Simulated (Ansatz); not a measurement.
# Ge2P: the cost of one run

Computed with Ansatz 0.2.0 (DFT PBE, scalar-relativistic, plane waves, PAW, unless a step's input says otherwise).

2 further runs of the same task are left out: 1 that didn't finish, 1 set aside as unsound or not needed. Runs told in other sessions of the task aren't counted.

## 1. The system as given

Symmetry: P-3m1, No. 164, trigonal system. The conventional cell has a = 4.760 Å, b = 4.760 Å, c = 3.089 Å, α = 90.00°, β = 90.00°, γ = 120.00°. Around Ge (site symmetry 3m) lie 3 P at 2.90 Å and 8 Ge at 3.02 to 3.30 Å. P (site symmetry -3m) is surrounded by 6 Ge at 2.90 Å.

Coordinates:

```xyz
3
Lattice="4.7604 0.0000 0.0000 -2.3802 4.1226 0.0000 0.0000 0.0000 3.0885" Properties=species:S:1:pos:R:3 pbc="T T T"
Ge    2.3802    1.3742    2.1735
Ge    0.0000    2.7484    0.9150
P     0.0000    0.0000    0.0000
```

Recipe of the guess: species swapped into a database cell of Ti2Re (P-3m1, No. 164), with Ge on the Ti sites and P on the Re sites. Lengths come from tabulated atomic sizes and are only a guess.

## 2. Probe: one point on a coarse mesh

The input, input.yaml:

```yaml
crystal:
  lattice:
    - [4.76040019, 0.0, 0.0]
    - [-2.38020009, 4.1226275, 0.0]
    - [0.0, 0.0, 3.08850164]
  atoms:
    - { symbol: Ge, position: [0.66666667, 0.33333333, 0.70375216] }
    - { symbol: Ge, position: [0.33333333, 0.66666667, 0.29624784] }
    - { symbol: P, position: [0.0, 0.0, 0.0] }
basis:
  ecutwfc: 420
kpoints:
  mp_grid: { grid: [6, 6, 6] }
hamiltonian:
  xc: pbe
scf:
  occupations: { method: gaussian, width: 0.1 }
  lower_state_search: "off"
output:
  forces: true
  stress: true
  eigenvalues: true
```

The run is started by

```bash
$ ansatz run input.yaml --threads 1 --pin off --max-ram 2560MiB --backend cpu --events-out ev --progress --plain --runs-dir out
```

What time and memory should one allow on 1 thread of AMD EPYC (Zen 3), shared host?

About 5.1 s, with a peak of 0.36 GiB.
